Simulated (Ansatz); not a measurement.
# AlH3O2: the cost of one run

Method: PBE0-D4/def2-TZVP structures, single points in def2-TZVPP, no counterpoise correction; program: Ansatz 0.2.0, Gaussian basis.

Levels: SPW92, PBE-D4, BLYP-D4, r2SCAN-D4, B97M-V, PBE0-D4, B3LYP-D4, r2SCAN0-D4, BHLYP-D4, CAM-B3LYP-D4, wB97X-V, wB97M-V, B2PLYP, PBE-QIDH, RPA on PBE, Hartree-Fock, MP2, CCSD, CCSD(T).

Cores are frozen in the correlated methods. B3LYP uses VWN-RPA correlation. B2PLYP carries no dispersion term here.

94 further runs of the same task are left out: 94 set aside as unsound or not needed. Runs told in other sessions of the task aren't counted.

**1. Where the work starts**

The complex: 12 atoms, charge 0, spin multiplicity 1.

Atoms are counted from 1 here; the program's logs count them from 0.

Bond lengths: Al1–O2 1.965 Å, Al1–O4 1.718 Å, Al1–O5 1.736 Å, Al1–H7 1.583 Å, O2–C3 1.432 Å, O2–H6 0.968 Å, C3–H8 1.090 Å, C3–H9 1.090 Å, C3–H10 1.087 Å, O4–H11 0.955 Å, O5–H12 0.954 Å. Angles: O2–Al1–O4 101.2°, O2–Al1–O5 87.9°, O2–Al1–H7 106.2°, O4–Al1–O5 117.5°, O4–Al1–H7 116.1°, O5–Al1–H7 120.0°, Al1–O2–C3 123.8°, Al1–O2–H6 100.3°, C3–O2–H6 112.0°, O2–C3–H8 110.8°, O2–C3–H9 109.3°, O2–C3–H10 106.7°, H8–C3–H9 111.1°, H8–C3–H10 108.9°, H9–C3–H10 109.9°, Al1–O4–H11 121.5°, Al1–O5–H12 123.3°.

As a file:

```tsv
atom	x (Å)	y (Å)	z (Å)
Al1	-0.1580	1.1426	0.5450
O2	0.8700	-0.3835	-0.1439
C3	0.4251	-1.7423	-0.0684
O4	-1.6797	0.4083	0.8535
O5	0.0665	1.9065	-0.9973
H6	1.0121	-0.0984	-1.0583
H7	0.6304	1.6713	1.8118
H8	-0.5229	-1.8689	-0.5912
H9	1.1923	-2.3964	-0.4836
H10	0.2796	-1.9659	0.9854
H11	-2.4101	0.4997	0.2453
H12	0.2948	2.8274	-1.0982
```

Its parts: AlH3O2 holds atoms 1, 4, 5, 7, 11, 12; CH4O holds atoms 2, 3, 6, 8, 9, 10. Each part counts its atoms afresh in its own runs.

**2. Relaxing AlH3O2 alone**

relax-a/in.yaml reads:

```yaml
crystal:
  periodic: [false, false, false]
  atoms:
    - {symbol: Al, position_ang: [-0.158038, 1.142627, 0.544959]}
    - {symbol: O, position_ang: [-1.679736, 0.408253, 0.853502]}
    - {symbol: O, position_ang: [0.066541, 1.906506, -0.997292]}
    - {symbol: H, position_ang: [0.630413, 1.671298, 1.811808]}
    - {symbol: H, position_ang: [-2.410141, 0.499715, 0.245261]}
    - {symbol: H, position_ang: [0.294777, 2.827401, -1.098159]}
basis:
  gaussian: {orbitals: def2-TZVP}
hamiltonian: {xc: pbe0, dispersion: d4}
relax: {f_tol: 0.005, max_steps: 200}
```

Started as:

```sh
> ansatz run in.yaml --threads 8 --pin off --events-out ev --progress --plain --max-ram 19148MiB
```

**Question.** How long does this run take on 8 threads of Arm Neoverse V2, shared host?

About 3.6 s.
